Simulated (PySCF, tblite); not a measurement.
**C₄H₉OSi radical: geometry, infrared bands and EPR parameters**

What infrared bands and EPR parameters should C₄H₉OSi radical (`CO[Si]1CCC1`) show?

Computed with tblite 0.8.0 and PySCF 2.14.0, with density-fitted response routines of our own, on a single molecule in the gas phase. Atoms are numbered from 0 throughout.

### 1 The starting structure

15 atoms, charge 0, multiplicity 2; geometry from: force field or distance geometry start.

Bonds of the start (Å): C0–O1 1.43, O1–Si2 1.66, Si2–C3 1.91, C3–C4 1.54, C4–C5 1.55, C5–Si2 1.92, C0–H6 1.09, C0–H7 1.09, C0–H8 1.10, C3–H9 1.09, C3–H10 1.10, C4–H11 1.10, C4–H12 1.10, C5–H13 1.09, C5–H14 1.10.

### 2 Geometry optimisation with GFN2-xTB

What the job is given:

```
{"job": {"kind": "relax", "xc": "GFN2-xTB", "basis": "xTB"}, "charge": 0, "multiplicity": 2}
C      2.600600     0.048600    -0.055600
O      1.440400     0.891300    -0.026400
Si     0.165900     0.439200     0.944200
C     -0.774000    -1.089700     0.302600
C     -1.597900    -0.159600    -0.614200
C     -1.522900     1.092700     0.302700
H      3.331100     0.520300    -0.718500
H      2.356000    -0.931300    -0.459000
H      3.048000    -0.052900     0.940000
H     -0.166500    -1.843200    -0.199000
H     -1.361700    -1.582000     1.097200
H     -1.138400    -0.006700    -1.607200
H     -2.623900    -0.504500    -0.805400
H     -2.274100     1.123200     1.088500
H     -1.487000     2.062400    -0.211700
```

Run with:

```console
OMP_NUM_THREADS=1 python probes_run.py task.json out
```

The driver reads the jobs from task.json and runs them one after another.

**Question.** This job is followed by: GFN2-xTB harmonic vibrations, gas phase; UKS B3LYP, pcH-1 on C H O Si, non-relativistic, mean-field spin-orbit, GIAO. Predict these results of the whole session: strongest single infrared mode (GFN2-xTB); zero-point energy (GFN2-xTB); g(iso) (B3LYP); ⟨S²⟩; largest a(iso) (averaged by class); surface potential, 1st and 99th percentile.

As calculated:

```
                                 quantity                    value
strongest single infrared mode (GFN2-xTB)    1149 cm⁻¹, 240 km/mol
             zero-point energy (GFN2-xTB)            77.1 kcal/mol
                           g(iso) (B3LYP)                  2.00253
                                     ⟨S²⟩       0.752 (exact 0.75)
       largest a(iso) (averaged by class)  29Si on Si2, -450.1 MHz
    surface potential, 1st and 99th percentile       -1.16 V and 0.75 V
```

What this shows: The optimisation took 117 steps and gained 0.325 eV; among the close pairs (by a distance rule), C0–O1 changed most, from 1.434 to 1.390 Å. No mode is imaginary among the 39: a minimum at this level. The strongest single mode, at 1149 cm⁻¹, moves mainly O1 and C0. Unscaled tight-binding wavenumbers are off by several per cent, some by more. Its intensities can rank the bands wrongly. Most of the unpaired spin sits on Si2 (0.74 e). The isotropic g lies 0.2 ppt above the free-electron value.
